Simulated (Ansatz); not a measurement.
# GeH₇NSSi: a ladder of functionals and wavefunction methods

An exercise on one series of results from a longer session: the logs are not shown, and one member is left open.

Program: Ansatz 0.2.0, Gaussian basis. Level of theory: functionals in def2-TZVPP, the program's frozen cores in correlated methods. These are calculated values, not measurements.

Levels to be run: LDA (SPW92), PBE-D4, revPBE-D4, BLYP-D4, r2SCAN-D4, B97M-V, PBE0-D4, B3LYP-D4, r2SCANh-D4, r2SCAN0-D4, HSE06-D4, BHLYP-D4, CAM-B3LYP-D4, LC-ωPBE, ωB97X-V, ωB97M-V, B2PLYP, PBE-QIDH; CCSD(T)/def2-SVP; CCSD(T)/def2-TZVPP; MP2/def2-QZVPP; extrapolation to the limit; RPA on PBE.

## The geometry

An earlier PBE0-D4 in a triple-zeta def2 set relaxation fixed the geometry.

SMILES `N[SiH2][S][GeH3]`, 11 atoms, charge 0, spin multiplicity 1.

Atoms are counted from 1 here; the program's logs count them from 0.

Bond lengths: N1–Si2 1.708 Å, N1–H5 1.008 Å, N1–H6 1.007 Å, Si2–S3 2.147 Å, Si2–H7 1.486 Å, Si2–H8 1.484 Å, S3–Ge4 2.222 Å, Ge4–H9 1.538 Å, Ge4–H10 1.533 Å, Ge4–H11 1.536 Å. Angles: Si2–N1–H5 120.3°, Si2–N1–H6 119.6°, H5–N1–H6 111.1°, N1–Si2–S3 113.0°, N1–Si2–H7 109.4°, N1–Si2–H8 107.3°, S3–Si2–H7 107.5°, S3–Si2–H8 109.3°, H7–Si2–H8 110.3°, Si2–S3–Ge4 97.0°, S3–Ge4–H9 109.6°, S3–Ge4–H10 106.4°, S3–Ge4–H11 110.1°, H9–Ge4–H10 110.5°, H9–Ge4–H11 109.6°, H10–Ge4–H11 110.7°.

The first run:

Input file in.yaml:

```yaml
crystal:
  periodic: [false, false, false]
  atoms:
    - {symbol: N, position_ang: [-0.645597, 2.326540, -0.863097]}
    - {symbol: Si, position_ang: [-0.401512, 0.651247, -0.634087]}
    - {symbol: S, position_ang: [1.230949, 0.216210, 0.690801]}
    - {symbol: Ge, position_ang: [0.727129, -1.918665, 1.048456]}
    - {symbol: H, position_ang: [-0.923364, 2.909943, -0.089930]}
    - {symbol: H, position_ang: [-0.055153, 2.831809, -1.504017]}
    - {symbol: H, position_ang: [-1.626952, 0.049066, -0.047016]}
    - {symbol: H, position_ang: [-0.124784, 0.058990, -1.966088]}
    - {symbol: H, position_ang: [0.332059, -2.584940, -0.280523]}
    - {symbol: H, position_ang: [1.990378, -2.571760, 1.621478]}
    - {symbol: H, position_ang: [-0.437754, -2.025541, 2.044522]}
basis:
  gaussian: {orbitals: def2-TZVPP}
hamiltonian: {xc: lda}
output: {orbitals: {seedname: orbitals}}
```

Run with:

```sh
$ ansatz run in.yaml --threads 4 --pin off --events-out ev --progress --plain --max-ram 10444MiB
```

Steps of the session up to this table: LDA; PBE-D4 (GGA); revPBE-D4 (GGA); BLYP-D4 (GGA); r2SCAN-D4 (meta-GGA); B97M-V (meta-GGA); B3LYP-D4 (hybrid); r2SCANh-D4 (hybrid); r2SCAN0-D4 (hybrid); HSE06-D4 (hybrid); BHLYP-D4 (hybrid); CAM-B3LYP-D4 (range-separated); LC-ωPBE (range-separated); ωB97X-V (range-separated); ωB97M-V (range-separated); B2PLYP (double hybrid); PBE-QIDH (double hybrid).

One of the session's tables, all rows but one given; the rest of the session is left out.

It belongs to the step «Orbital energies across the functionals». 

| functional | HOMO (eV) | gap (eV) |
| --- | --- | --- |
| LDA (SPW92) | ? | ? |
| PBE-D4 | -5.90 | 4.95 |
| revPBE-D4 | -5.86 | 5.02 |
| BLYP-D4 | -5.74 | 4.87 |
| r2SCAN-D4 | -6.19 | 5.58 |
| B97M-V | -6.34 | 5.58 |
| PBE0-D4 | -7.11 | 7.04 |
| B3LYP-D4 | -6.87 | 6.52 |
| r2SCANh-D4 | -6.63 | 6.33 |
| r2SCAN0-D4 | -7.30 | 7.43 |
| HSE06-D4 | -6.71 | 6.27 |
| BHLYP-D4 | -8.18 | 8.95 |
| CAM-B3LYP-D4 | -8.40 | 9.26 |
| LC-ωPBE | -9.78 | 11.85 |
| ωB97X-V | -9.44 | 11.36 |
| ωB97M-V | -9.27 | 10.89 |

**Question.** Estimate the row for LDA (SPW92).

**Answer.** HOMO (eV): -5.98; gap (eV): 4.79. In the column «HOMO (eV)» it lies between r2SCAN-D4 (-6.19) and PBE-D4 (-5.90).
